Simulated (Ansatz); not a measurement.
# CuN: the cost of one run

Method: def2-QZVPP, core rule «outside noble gas», up to 10 orbitals frozen; program: Ansatz 0.2.0, Gaussian basis.

To be run: UHF; ROHF; CCSD(T) on UHF.

2 further runs of the same task are left out: 2 set aside as unsound or not needed.

### Step 1. The system

The geometry is a PBE0/def2-TZVP stationary point (not a proven minimum) of the parent state, kept for this charge and spin.

2 atoms, charge 1, spin multiplicity 2.

Atoms are counted from 1 here; the program's logs count them from 0.

Bond lengths: Cu1–N2 1.739 Å.

### Step 2. UHF

in.yaml reads:

```yaml
crystal:
  periodic: [false, false, false]
  atoms:
    - {symbol: Cu, position_ang: [0.000000, 0.000000, 0.000000]}
    - {symbol: N, position_ang: [0.000000, 0.000000, 1.738600]}
basis:
  gaussian: {orbitals: "def2-QZVPP.json"}
total_charge: 1
magnetization: {spin_polarized: true, initial_magnetization: 1}
hamiltonian: {xc: hf}
output: {orbitals: {seedname: orbitals}}
```

Run with:

```console
ansatz run in.yaml --threads 1 --pin off --events-out ev --progress --plain --max-ram 4096MiB --backend cpu
```

Q: Estimate wall time and peak memory on 1 thread of AMD EPYC 7R13, shared host.

About 45 s, with a peak of 0.46 GiB.
